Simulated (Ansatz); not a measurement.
Write a Python script for the Python package of Ansatz (0.2.0) that makes a test of the smearing width of TaBe2, space group Fd-3m. Settings (first run): PBEsol, PAW, the default cutoff (420 eV here), 8×8×8 k-points, cold smearing of 0.3 eV. The script varies width (eV): 0.3, 0.2, 0.1, 0.05.

```xyz
6
Lattice="0.0000 3.2559 3.2559 3.2559 0.0000 3.2559 3.2559 3.2559 0.0000" Properties=species:S:1:pos:R:3 pbc="T T T"
Ta    4.8838    4.8838    4.8838
Ta    3.2559    3.2559    3.2559
Be    2.4419    0.8140    2.4419
Be    2.4419    2.4419    0.8140
Be    0.8140    2.4419    2.4419
Be    0.8140    0.8140    0.8140
```

Script `smear_tabe2.py`:
```python
# -*- coding: utf-8 -*-
"""How the energy of TaBe2 depends on the smearing."""

from dataclasses import dataclass
import warnings

import ansatz
from tabulate import tabulate


@dataclass(frozen=True)
class Options:
    kmesh: tuple[int, ...] = (8, 8, 8)
    extra_bands: int = 8


opts = Options()

warnings.simplefilter("ignore", ansatz.DeckWarning)

structure = (
    ansatz.Lattice.of((0.0, 3.255866, 3.255866), (3.255866, 0.0, 3.255866), (3.255866, 3.255866, 0.0))
    .atom("Ta", (0.75, 0.75, 0.75))
    .atom("Ta", (0.5, 0.5, 0.5))
    .atom("Be", (0.125, 0.625, 0.125))
    .atom("Be", (0.125, 0.125, 0.625))
    .atom("Be", (0.625, 0.125, 0.125))
    .atom("Be", (0.125, 0.125, 0.125))
)

base = (
    structure.calculation()
    .functional(ansatz.Functional.PBESOL)
    .pseudopotentials("paw")
    .kpoints(mesh=opts.kmesh, shift=0.5)
    .scf(extra_bands=opts.extra_bands)
    .forces()
    .stress()
)

rows = []
for value in [0.3, 0.2, 0.1, 0.05]:
    r = base.occupations("cold", width=value).run(threads=1, pin="off").report
    rows.append((value, r["free_energy_ev"] / len(r["lattice"]["sites"]), r["n_iterations"], sum(r["stress_gpa"][i][i] for i in range(3)) / 3, max(abs(f) for row in r["forces_ev_ang"] for f in row), r["n_kpoints"]))

print(tabulate(rows, headers=["width (eV)", "F/atom (eV)", "iterations", "P (GPa)", "max component (eV/A)", "k-points"], floatfmt=".4f", tablefmt="github"))

# the last row is the reference
for row in rows[:-1]:
    shift = 1000 * (row[1] - rows[-1][1])
    print(f"{row[0]}: {shift:+.2f} meV/atom" + ("  (within 5 meV)" if abs(shift) < 5 else ""))
```

```console
$ python smear_tabe2.py
|   width (eV) |   F/atom (eV) |   iterations |   P (GPa) |   max component (eV/A) |   k-points |
|--------------|---------------|--------------|-----------|------------------------|------------|
|       0.3000 |    -3329.2482 |            6 |   -3.3196 |                 0.0067 |         60 |
|       0.2000 |    -3329.2496 |            6 |   -3.1648 |                 0.0206 |         60 |
|       0.1000 |    -3329.2513 |            6 |   -2.9877 |                 0.0351 |         60 |
|       0.0500 |    -3329.2516 |            6 |   -2.9675 |                 0.0457 |         60 |
0.3: +3.46 meV/atom  (within 5 meV)
0.2: +2.03 meV/atom  (within 5 meV)
0.1: +0.31 meV/atom  (within 5 meV)
```

Going from 0.05 to 0.3 eV changes F by +3.5 meV an atom. This scheme is built to cancel the term in the square of the width, but that needs a smooth density of states and a fine mesh, and here a sizeable shift remains. The pressure moves from -2.97 to -3.32 GPa.

What to keep in mind:
- No spin polarisation was allowed.
- The mesh is modest for a metal, so energies can be off by several to tens of meV an atom and pressures by half a GPa or more; differences at equal mesh fare better.
- The mesh has less symmetry than the crystal, which the program warned of.
- The narrowest width needs the finest mesh, so the last row is no converged reference.
- Pressure is positive in compression.
- Spin-orbit coupling, which matters for elements this heavy, is left out.
- The structure comes from a database of computed cells and needn't be a stable or known phase.
- The script silences the warnings on its input, which a real study should read.
- It ran for 18 s on 1 thread of Arm Neoverse V2 (shared host), peak memory 0.44 GiB.

(A comment or docstring line of the script was reworded after the run, the code is as it ran; lines on the test bed's own set-up are left out of the output.)
